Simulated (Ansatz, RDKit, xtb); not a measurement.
# C4H4N2OS: ranking a sample of isomers

A sample of isomers of C4H4N2OS is drawn. Aim: find which of them has the lowest free energy at 298.15 K, then its properties. The sample is small against all isomers, and the most stable one of this formula need not be in it.

Plan: many cheap relaxations first (GFN2-xTB), then density-functional screening, relaxation at PBE0-D3(BJ)/def2-SVP, vibrations (at GFN2-xTB) and a final energy. The numbers are computed, not measured.

### 1 Possible bonding patterns

Isomers were taken from a list of plausible structures; this is a sample, not all of them. That gives 6 candidates.

```
label          SMILES     spin
 c068     O=Cc1ccnn1S  singlet
 c324  O=Cc1n[nH]cc1S  singlet
 c640   O=Cc1ccn(S)n1  singlet
 c708  O=Cc1[nH]ncc1S  singlet
 c870   O=Cn1cc(S)cn1  singlet
 c994   O=Cc1cnn(S)c1  singlet
```

Candidates are built by distance geometry, with a force field where one applies, in up to four conformers (letters a to d).

Q: Predict the outcome of this search (final energies at CCSD(T)/def2-SVP + MP2/def2-TZVPP - MP2/def2-SVP).

| quantity | value |
| --- | --- |
| lowest structure found | O=Cn1cc(S)cn1, singlet |
| next finalist | O=Cc1[nH]ncc1S, singlet, 3.1 kcal/mol higher in G |
| share at equilibrium, among the finalists | 99.2 % |

`O=Cn1cc(S)cn1` comes out lowest. The margin of 3.1 kcal/mol over the next finalist is beyond the usual error of the last level; it says nothing of structures that weren't ranked. GFN2-xTB, HF/STO-3G, r2SCAN-D4/def2-SVP, PBE0-D3(BJ)/def2-SVP, HF/def2-SVP and MP2/def2-SVP already put its bonding pattern lowest among the structures in one piece. The search is not exhaustive (a finite list of starts, one conformer a finalist), so a lower isomer can't be ruled out. Only 6 drawn patterns were tried, so whole families of isomers are missing, and the result ranks this sample alone. The lowest isomer need not be the one that is made and kept in a bottle, which depends on barriers.
